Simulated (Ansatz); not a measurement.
# FeGe: further runs on the relaxed cell

An exercise on one series of results from a longer session: the logs are not shown, and one member is left open.

Computed with Ansatz 0.2.0 (DFT PBEsol, scalar-relativistic, plane waves, PAW, unless a step's input says otherwise).

2 further runs of the same task are left out: 2 set aside as unsound or not needed.

## The system as given

Symmetry: P6/mmm, No. 191, hexagonal system. The conventional cell has a = 4.899 Å, b = 4.899 Å, c = 3.975 Å, α = 90.00°, β = 90.00°, γ = 120.00°. Fe (site symmetry mmm) is surrounded by 6 Ge at 2.44 to 2.45 Å and 4 Fe at 2.45 Å. Ge (site symmetry 6/mmm) is surrounded by 6 Fe at 2.45 Å. Ge (site symmetry -6m2) is surrounded by 6 Fe at 2.44 Å.

Coordinates:

```
Fe Ge
1.0
     4.89902    0.00000    0.00000
    -2.44951    4.24268    0.00000
     0.00000    0.00000    3.97533
Fe Ge
3 3
Direct
  0.50000 0.00000 0.00000
  0.50000 0.50000 0.00000
  0.00000 0.50000 0.00000
  0.00000 0.00000 0.00000
  0.33333 0.66667 0.50000
  0.66667 0.33333 0.50000
```

It goes back to an entry of the Materials Project.

It is the result of an earlier relaxation at this level (volume 13.77 Å³/atom; gap on the mesh: none (metal), site moments up to 1.3 μB).

Set-up of the first run:

Contents of input.yaml:

```yaml
crystal:
  lattice:
    - [4.8990209583, 0.0, 0.0]
    - [-2.4495104791, 4.2426766035, 0.0]
    - [0.0, 0.0, 3.9753272125]
  atoms:
    - { symbol: Fe, position: [0.5, 0.0, 0.0], spin: 1.47 }
    - { symbol: Fe, position: [0.5, 0.5, 0.0], spin: 1.47 }
    - { symbol: Fe, position: [0.0, 0.5, 0.0], spin: 1.47 }
    - { symbol: Ge, position: [0.0, 0.0, 0.0] }
    - { symbol: Ge, position: [0.3333333333, 0.6666666667, 0.5] }
    - { symbol: Ge, position: [0.6666666667, 0.3333333333, 0.5] }
basis:
  ecutwfc: 420
kpoints:
  mp_grid: { grid: [12, 12, 10] }
  band_path:
    path:
      - [[0.0, 0.0, 0.0], [0.5, 0.0, 0.0], [0.33333333, 0.33333333, 0.0], [0.0, 0.0, 0.0], [0.0, 0.0, 0.5], [0.5, 0.0, 0.5], [0.33333333, 0.33333333, 0.5], [0.0, 0.0, 0.5]]
      - [[0.5, 0.0, 0.5], [0.5, 0.0, 0.0]]
      - [[0.33333333, 0.33333333, 0.5], [0.33333333, 0.33333333, 0.0]]
    npoints: 14
hamiltonian:
  xc: pbesol
scf:
  occupations: { method: gaussian, width: 0.1 }
  n_extra_bands: 15
output:
  forces: true
  stress: true
  eigenvalues: true
  populations: true
  dos: { projected: true, de: 0.02, nscf_kmesh: { grid: [18, 18, 15] } }
  bader: true
  write_density: true
  write_potential: true
  elf: true
  volumetric_format: npy
magnetization:
  spin_polarized: true
checkpoint:
  read: start.run
  write: ck
  compress: false
  write_wavefunctions: false
  write_every: 100000
```

Run with:

```console
$ ansatz run input.yaml --threads 2 --pin off --max-ram 5120MiB --backend cpu --events-out ev --progress --plain --runs-dir out
```

Among the steps run: Electronic structure at the relaxed geometry; The cell scaled to 0.97 of its volume; Volume × 1.03; The cell scaled to 0.94 of its volume; The cell scaled to 1.06 of its volume.

One of the session's tables, all rows but one given; the rest of the session is left out.

It belongs to the step «Energy against volume». 

```
volume (Å³/atom)  energy above the lowest point (meV/atom)  pressure (GPa)  largest moment (μB)
          12.945                                      29.1           12.03                 1.21
          13.358                                         ?               ?                    ?
          13.771                                       0.0            0.00                 1.33
          14.184                                       6.0           -4.55                 1.40
          14.597                                      22.6           -8.37                 1.46
```

Estimate the missing values for volume (Å³/atom) = 13.358.

Worked estimate for «energy above the lowest point (meV/atom)». A straight line through the neighbours (12.945, 29.1) and (13.771, 0.0) gives 29.1 + (0.0 − 29.1) × (13.358 − 12.945) / (13.771 − 12.945) = 14.5; a parabola fitted to 3 rows on both sides gives 7.7.

**Answer.** energy above the lowest point (meV/atom): 6.8; pressure (GPa): 5.48; largest moment (μB): 1.27. In «energy above the lowest point (meV/atom)» the line misses by +7.7 and the parabola by +0.9.

To keep in mind: Warnings in the runs' records: stability check not made.
